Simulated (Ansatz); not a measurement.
# CH4OSeSi: the cost of one run

Program: Ansatz 0.2.0, driven from Python. Level of theory: r2SCAN+D3(BJ)/def2-SVP. These are calculated values, not measurements.

## 1. The system

Bond lengths: O1–C2 1.284 Å, C2–Si3 1.854 Å, C2–Se4 1.849 Å, Si3–H5 1.455 Å, Si3–H6 1.470 Å, Si3–H7 1.521 Å, Se4–H8 1.539 Å. Angles: O1–C2–Si3 121.9°, O1–C2–Se4 117.8°, Si3–C2–Se4 120.3°, C2–Si3–H5 109.7°, C2–Si3–H6 109.7°, C2–Si3–H7 107.6°, H5–Si3–H6 111.8°, H5–Si3–H7 109.8°, H6–Si3–H7 108.1°, C2–Se4–H8 91.3°.

No structure file is read: the coordinates are typed or built in the script.

## 2. Script

opt.py reads:

```python
import itertools
import warnings

import ansatz as az
from ase.data import atomic_numbers, covalent_radii
import numpy as np
import pandas as pd

warnings.simplefilter('ignore', az.DeckWarning)

geometry_ang = [
    ('O', (1.6027, -1.1381, 0.4292)),
    ('C', (0.4071, -0.6793, 0.3391)),
    ('Si', (0.0669, 1.0964, -0.0714)),
    ('Se', (-0.9915, -1.8547, 0.6266)),
    ('H', (-0.6824, 1.1774, -1.3158)),
    ('H', (-0.6519, 1.7325, 1.0414)),
    ('H', (1.4076, 1.7969, -0.2306)),
    ('H', (-1.0664, -2.1881, -0.8743)),
]
geometry = az.Crystal.molecule()
for symbol, xyz in geometry_ang:
    geometry = geometry.atom(symbol, xyz)

calculation = (
    geometry.calculation()
    .basis(gaussian='def2-SVP')
    .functional('r2SCAN', dispersion='d3bj')
)
symbols = [site.symbol for site in geometry.cartesian_sites]
start = np.array([site.position_ang for site in geometry.cartesian_sites], dtype=float)
summary = calculation.relax(force_tolerance=0.02).run(threads=1, backend='cpu').report
end = np.array(summary['positions_ang'])

for key in ('converged', 'free_energy_ev', 'reference_energy_ev', 'n_frozen', 'n_occupied', 'n_virtual'):
    print(f'{key:22s} {summary[key]}')

radius = [covalent_radii[atomic_numbers[s]] for s in symbols]
span = lambda where, i, j: np.linalg.norm(where[i] - where[j])
bonded = [(i, j) for i, j in itertools.combinations(range(len(symbols)), 2) if min(span(start, i, j), span(end, i, j)) < 1.2 * (radius[i] + radius[j])]
print('pair        before    after (A)')
for i, j in bonded:
    print(f'{symbols[i]}{i}-{symbols[j]}{j}'.ljust(10), f'{span(start, i, j):8.4f} {span(end, i, j):8.4f}')

charges = summary['charge_distribution']
table = pd.DataFrame({'atom': symbols, 'mulliken': charges['mulliken_charges_e'], 'lowdin': charges['lowdin_charges_e']})
print(table.round(3).to_string())
print('dipole (e A):', np.round(charges['dipole_moment_e_ang'], 4) + 0.0)
```

## 3. What the engine is handed

The package turns the script's settings into the engine's input:

```yaml
crystal:
  periodic: [false, false, false]
  atoms:
    - { symbol: O, position_ang: [1.6027, -1.1381, 0.4292] }
    - { symbol: C, position_ang: [0.4071, -0.6793, 0.3391] }
    - { symbol: Si, position_ang: [0.0669, 1.0964, -0.0714] }
    - { symbol: Se, position_ang: [-0.9915, -1.8547, 0.6266] }
    - { symbol: H, position_ang: [-0.6824, 1.1774, -1.3158] }
    - { symbol: H, position_ang: [-0.6519, 1.7325, 1.0414] }
    - { symbol: H, position_ang: [1.4076, 1.7969, -0.2306] }
    - { symbol: H, position_ang: [-1.0664, -2.1881, -0.8743] }
basis:
  gaussian:
    orbitals: def2-SVP
hamiltonian:
  xc: r2scan
  dispersion: d3bj
relax:
  f_tol: 0.02
```

## 4. Running it

On the command line:

```console
$ python opt.py
```

Q: Estimate wall time and peak memory on 1 thread of Arm Neoverse V1, shared host.

About 2.4 min, with a peak of 0.28 GiB.
